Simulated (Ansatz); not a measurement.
**K+ with SiH3F: structure and interaction energy**

How do K+ and SiH3F sit together, how strongly do they interact, and which methods get it right?

Method: PBE0-D4 structure, single points in def2-TZVPPD; program: Ansatz 0.2.0, Gaussian basis.

Levels: PBE-D4, revPBE-D4, BLYP-D4, r2SCAN-D4, B97M-V, PBE0-D4, B3LYP-D4, HSE06-D4, wB97X-V, wB97M-V, B2PLYP, Hartree-Fock, MP2, CCSD, CCSD(T). The reference is CCSD(T) extrapolated to the basis limit. For elements past Ar these valence bases correlate outer-core shells poorly and lack relativity, so that limit is rough.

Cores are frozen in the correlated methods. The outer core shell of Li, Na, Mg and K is correlated. B3LYP uses VWN-RPA correlation. B2PLYP carries no dispersion term here.

163 further runs of the same task are left out: 163 set aside as unsound or not needed.

## Step 1: Where the work starts

The pair, from a GFN2-xTB docking trial: 6 atoms, charge 1, spin multiplicity 1.

Atoms are counted from 1 here; the program's logs count them from 0.

Bond lengths: Si2–F3 1.642 Å, Si2–H4 1.447 Å, Si2–H5 1.451 Å, Si2–H6 1.495 Å. Angles: F3–Si2–H4 105.7°, F3–Si2–H5 106.4°, F3–Si2–H6 94.7°, H4–Si2–H5 117.2°, H4–Si2–H6 115.3°, H5–Si2–H6 114.0°.

As a file:

```
K     0.0316   -0.0031   -3.4984
Si    0.0014   -0.0622    0.8355
F    -0.1377    1.0126   -0.3981
H    -1.2199    0.0621    1.6013
H     1.2457    0.2518    1.5134
H     0.0789   -1.2611   -0.0537
```

Atoms 1 to 1 are fragment A (K+), the rest fragment B (SiH3F).

## Step 2: A first relaxation in a small basis

pre/in.yaml reads:

```yaml
crystal:
  periodic: [false, false, false]
  atoms:
    - {symbol: K, position_ang: [0.031600, -0.003100, -3.498400]}
    - {symbol: Si, position_ang: [0.001400, -0.062200, 0.835500]}
    - {symbol: F, position_ang: [-0.137700, 1.012600, -0.398100]}
    - {symbol: H, position_ang: [-1.219900, 0.062100, 1.601300]}
    - {symbol: H, position_ang: [1.245700, 0.251800, 1.513400]}
    - {symbol: H, position_ang: [0.078900, -1.261100, -0.053700]}
basis:
  gaussian: {orbitals: def2-SVP}
total_charge: 1
hamiltonian: {xc: pbe, dispersion: d4}
relax: {f_tol: 0.03, max_steps: 250}
```

Command:

```sh
ansatz run in.yaml --threads 2 --pin off --events-out ev --progress --plain --max-ram 5222MiB
```

The runs that follow: Relaxation at PBE0-D4; wB97X-V/def2-TZVPPD; wB97M-V/def2-TZVPPD; B2PLYP/def2-TZVPPD; B97M-V/def2-TZVPPD; CCSD(T)/def2-TZVPPD; MP2/def2-QZVPPD; Hartree-Fock/STO-3G; SPW92/def2-SVP; wB97M-V/def2-SVP; CCSD(T)/def2-SVP; Vibrations of the pair.

Before running it: what results should come out? Wanted: interaction energy, CCSD(T)/CBS; of it Hartree-Fock; D4 term of PBE0-D4; shortest contact; lowest wavenumber.

**Answer**, as computed:

```
                        quantity          value
 interaction energy, CCSD(T)/CBS  -63.30 kJ/mol
of it Hartree-Fock (basis limit)  -62.13 kJ/mol
              D4 term of PBE0-D4   -2.27 kJ/mol
                shortest contact   K1–F3 2.56 Å
               lowest wavenumber        68 cm⁻¹
```

**Reading.** The pair is bound by 63.30 kJ/mol at fixed fragment shapes. Hartree-Fock gives 98 % of it, so electrostatics, induction and charge transfer lead. PBE0-D4 is the best functional here (+0.34 kJ/mol from CCSD(T)/CBS); revPBE-D4 is the worst (+7.15 kJ/mol). Mean unsigned error by rung: GGA 3.98, meta-GGA 3.26, hybrid 0.76, screened hybrid 0.39, range-separated hybrid 1.16, double hybrid 2.00 kJ/mol. PBE-D4 gives an interaction energy 2.78 kJ/mol too high, an error of 4 % of the reference. CCSD(T) moves by -2.89 kJ/mol from triple zeta to the limit; gaps between functionals far smaller than that don't rank them. A lower arrangement may exist.
